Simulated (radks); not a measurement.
# Polarisabilities and dispersion coefficients of Zn²⁺, Ar, Al⁺ and others

Aim: static dipole polarisabilities and C6 coefficients, each species in its NIST ground configuration. After each ground state the linear response is solved; its values go to the run's result record, not to the log. Response by self-consistent Sternheimer equations with the Hartree and adiabatic LDA kernel.

Program: radks (a radial shooting solver on a logarithmic mesh, Libxc functionals) version 1. Level of theory: non-relativistic Kohn-Sham, LB94 model potential, spin-polarised, spherical densities, point nucleus; open shells are filled with parallel spins first. These are calculated values, not measurements, unless marked.

## (1) The atom as given

| Property | Result |
| --- | --- |
| species | Zn²⁺ ([Ar] 3d10), Ar ([Ar]), Al⁺ ([Ne] 3s2), Ge⁺ ([Ar] 3d10 4s2 4p1), Rh ([Kr] 4d8 5s1), Zr²⁺ ([Kr] 4d2) |

In the logs a row gives level, spin channel, occupation and eigenvalue; Etot, Ekin, Encl (electron-nucleus), Eh (Hartree) and Exc are energies, all in hartree; err is the last residual, it the number of iterations.

LB94 adds a gradient term to the LDA potential that gives it a −1/r tail. It is a model potential with no energy functional, so Etot and Exc are not given.

## (2) Zn²⁺, [Ar] 3d10

Settings of this run:

```text
Z 30
configuration [Ar] 3d10
relativity non-relativistic
functional lda,pw
model_potential LB94
spin polarised
nucleus point
response adiabatic LDA kernel
```

What it wrote:

```text
1s      1   1.0000        -349.42632788
2s      1   1.0000         -43.29047223
2p      1   3.0000         -38.39351069
3s      1   1.0000          -5.68181466
3p      1   3.0000          -4.13078431
3d      1   5.0000          -1.50623597
1s      2   1.0000        -349.42632788
2s      2   1.0000         -43.29047223
2p      2   3.0000         -38.39351069
3s      2   1.0000          -5.68181466
3p      2   3.0000          -4.13078431
3d      2   5.0000          -1.50623597
Etot None
Ekin 1784.912163162973
Encl -4247.776288460153
Eh 755.3326816047802
Exc None
err 3.5702834348290713e-09
it 16
```

3d is the highest filled level (-40.987 eV). The response step gives α = 2.484 bohr³ (3.154 without the induced potential) and C6 = 6.599 hartree bohr⁶.

Radial moments (bohr):

| level | occupation | energy (eV) | <r> | outermost maximum (interpolated) | 90 % within | nodes |
| --- | --- | --- | --- | --- | --- | --- |
| 1s | 2 | -9508.4 | 0.05100 | 0.0337 | 0.0907 | 0 |
| 2s | 2 | -1178.0 | 0.2291 | 0.192 | 0.353 | 1 |
| 2p | 6 | -1044.7 | 0.1988 | 0.153 | 0.324 | 0 |
| 3s | 2 | -154.61 | 0.6950 | 0.598 | 1.04 | 2 |
| 3p | 6 | -112.40 | 0.7208 | 0.597 | 1.12 | 1 |
| 3d | 10 | -40.987 | 0.8641 | 0.561 | 1.50 | 0 |

The radial density on a logarithmic grid:

| r (bohr) | 4πr²ρ (e/bohr) |
| --- | --- |
| 0.00168 | 0.5895 |
| 0.00240 | 1.159 |
| 0.00344 | 2.238 |
| 0.00498 | 4.262 |
| 0.00713 | 7.695 |
| 0.0102 | 13.14 |
| 0.0147 | 20.74 |
| 0.0210 | 29.27 |
| 0.0303 | 35.54 |
| 0.0435 | 35.46 |
| 0.0623 | 30.61 |
| 0.0894 | 30.24 |
| 0.128 | 38.53 |
| 0.184 | 40.55 |
| 0.265 | 26.75 |
| 0.380 | 19.75 |
| 0.545 | 24.26 |
| 0.781 | 19.36 |
| 1.12 | 8.376 |
| 1.62 | 2.154 |
| 2.32 | 0.3502 |
| 3.32 | 0.02449 |

## (3) Ar, [Ar]

Settings, as their differences from step 2:

```diff
@@ -1,3 +1,3 @@
-Z 30
-configuration [Ar] 3d10
+Z 18
+configuration [Ar]
 relativity non-relativistic
```

What it wrote:

```text
1s      1   1.0000        -116.08592261
2s      1   1.0000         -11.45356197
2p      1   3.0000          -9.07901221
3s      1   1.0000          -1.07701561
3p      1   3.0000          -0.57876789
1s      2   1.0000        -116.08592261
2s      2   1.0000         -11.45356197
2p      2   3.0000          -9.07901221
3s      2   1.0000          -1.07701561
3p      2   3.0000          -0.57876789
Etot None
Ekin 529.9640068127597
Encl -1259.1954149418125
Eh 232.70110196860696
Exc None
err 1.0271217071178792e-10
it 14
```

The top filled level is 3p, -15.749 eV. The response step gives α = 11.44 bohr³ (17.37 without the induced potential) and C6 = 66.93 hartree bohr⁶.

## (4) Al⁺, [Ne] 3s2

Settings, as their differences from step 3:

```diff
@@ -1,3 +1,3 @@
-Z 18
-configuration [Ar]
+Z 13
+configuration [Ne] 3s2
 relativity non-relativistic
```

What it wrote:

```text
1s      1   1.0000         -57.13713381
2s      1   1.0000          -4.65135975
2p      1   3.0000          -3.27382855
3s      1   1.0000          -0.70487614
1s      2   1.0000         -57.13713381
2s      2   1.0000          -4.65135975
2p      2   3.0000          -3.27382855
3s      2   1.0000          -0.70487614
Etot None
Ekin 243.61559538068693
Encl -577.3106636402703
Eh 110.01485238255884
Exc None
err 9.33192288277086e-10
it 15
```

The top filled level is 3s, -19.181 eV. The response step gives α = 21.67 bohr³ (37.05 without the induced potential) and C6 = 103.1 hartree bohr⁶.

## (5) Ge⁺, [Ar] 3d10 4s2 4p1

Settings, as their differences from step 4:

```diff
@@ -1,3 +1,3 @@
-Z 13
-configuration [Ne] 3s2
+Z 32
+configuration [Ar] 3d10 4s2 4p1
 relativity non-relativistic
```

What it wrote:

```text
1s      1   1.0000        -400.48587860
2s      1   1.0000         -50.38330564
2p      1   3.0000         -45.03599254
3s      1   1.0000          -6.62468119
3p      1   3.0000          -4.85325391
3d      1   5.0000          -1.77106328
4s      1   1.0000          -0.91838842
4p      1   1.0000          -0.59816049
1s      2   1.0000        -400.48614354
2s      2   1.0000         -50.38240426
2p      2   3.0000         -45.03441407
3s      2   1.0000          -6.62249069
3p      2   3.0000          -4.85193032
3d      2   5.0000          -1.77278030
4s      2   1.0000          -0.92964853
4p      2   0.0000          -0.60440706
Etot None
Ekin 2084.6275835894817
Encl -4973.048165530468
Eh 890.8014838523479
Exc None
err 1.1121985970363214e-09
it 16
```

Highest occupied level: 4p up at -16.277 eV. The response step gives α = 16.66 bohr³ (26.51 without the induced potential) and C6 = 90.87 hartree bohr⁶.

## (6) Rh, [Kr] 4d8 5s1

Settings, as their differences from step 5:

```diff
@@ -1,3 +1,3 @@
-Z 32
-configuration [Ar] 3d10 4s2 4p1
+Z 45
+configuration [Kr] 4d8 5s1
 relativity non-relativistic
```

What it wrote:

```text
1s      1   1.0000        -826.52602027
2s      1   1.0000        -118.14285599
2p      1   3.0000        -109.70534393
3s      1   1.0000         -21.36442067
3p      1   3.0000         -17.98841759
3d      1   5.0000         -11.75203145
4s      1   1.0000          -3.01861416
4p      1   3.0000          -2.00045700
4d      1   5.0000          -0.43595048
5s      1   1.0000          -0.31017125
1s      2   1.0000        -826.52527983
2s      2   1.0000        -118.14008699
2p      2   3.0000        -109.70420048
3s      2   1.0000         -21.36105181
3p      2   3.0000         -17.98423574
3d      2   5.0000         -11.74580520
4s      2   1.0000          -3.00241642
4p      2   3.0000          -1.98302164
4d      2   3.0000          -0.42028091
5s      2   0.0000          -0.30636519
Etot None
Ekin 4701.648123242068
Encl -11184.716256089636
Eh 1931.5310120877732
Exc None
err 9.170013912568118e-10
it 15
```

The top filled level is 5s up, -8.440 eV. The response step gives α = 44.89 bohr³ (73.36 without the induced potential) and C6 = 359.7 hartree bohr⁶.

## (7) Zr²⁺, [Kr] 4d2

Settings, as their differences from step 6:

```diff
@@ -1,3 +1,3 @@
-Z 45
-configuration [Kr] 4d8 5s1
+Z 40
+configuration [Kr] 4d2
 relativity non-relativistic
```

What it wrote:

```text
1s      1   1.0000        -644.68524056
2s      1   1.0000         -89.03456297
2p      1   3.0000         -81.81077227
3s      1   1.0000         -15.31473541
3p      1   3.0000         -12.57947394
3d      1   5.0000          -7.58369762
4s      1   1.0000          -2.68543210
4p      1   3.0000          -1.94919365
4d      1   2.0000          -0.88639006
1s      2   1.0000        -644.68549119
2s      2   1.0000         -89.03371565
2p      2   3.0000         -81.81065836
3s      2   1.0000         -15.31153558
3p      2   3.0000         -12.57621412
3d      2   5.0000          -7.58024131
4s      2   1.0000          -2.69013305
4p      2   3.0000          -1.95266466
4d      2   0.0000          -0.89164997
Etot None
Ekin 3551.146063864009
Encl -8427.514662183732
Eh 1448.5986786050348
Exc None
err 2.292584641646701e-09
it 15
```

4d up is the highest filled level (-24.120 eV). The response step gives α = 10.57 bohr³ (14.55 without the induced potential) and C6 = 52.86 hartree bohr⁶.

## (8) Summary of results

| species | −ε(HOMO) (eV) | α (bohr³) | α uncoupled (bohr³) | C6 (hartree bohr⁶) | C8 (hartree bohr⁸) | recommended α (bohr³) |
| --- | --- | --- | --- | --- | --- | --- |
| Zn²⁺ | 40.987 | 2.484 | 3.154 | 6.599 | 73.08 | - |
| Ar | 15.749 | 11.44 | 17.37 | 66.93 | 1733 | 11.083 |
| Al⁺ | 19.181 | 21.67 | 37.05 | 103.1 | 3223 | - |
| Ge⁺ | 16.277 | 16.66 | 26.51 | 90.87 | - | - |
| Rh | 8.440 | 44.89 | 73.36 | 359.7 | - | 66 |
| Zr²⁺ | 24.120 | 10.57 | 14.55 | 52.86 | - | - |

**Reading.** Uncoupled leaves out the potential induced by the response; C6 and C8 are for like pairs. Rh is the most polarisable and Zn²⁺ the least, a factor 18.1 apart. For the pair Rh–Zn²⁺ the Casimir-Polder integral gives C6 = 38.99, the rule 2·Ca·Cb/(Ca·αb/αa + Cb·αa/αb) on the like-pair values 34.12. Against the recommended values (Schwerdtfeger and Nagle, 2023 table) the misses are Ar +3 %, Rh -32 %. C8 is given only where no p, d or f shell is open. For heavy and open-shell atoms this level can miss by tens of per cent.
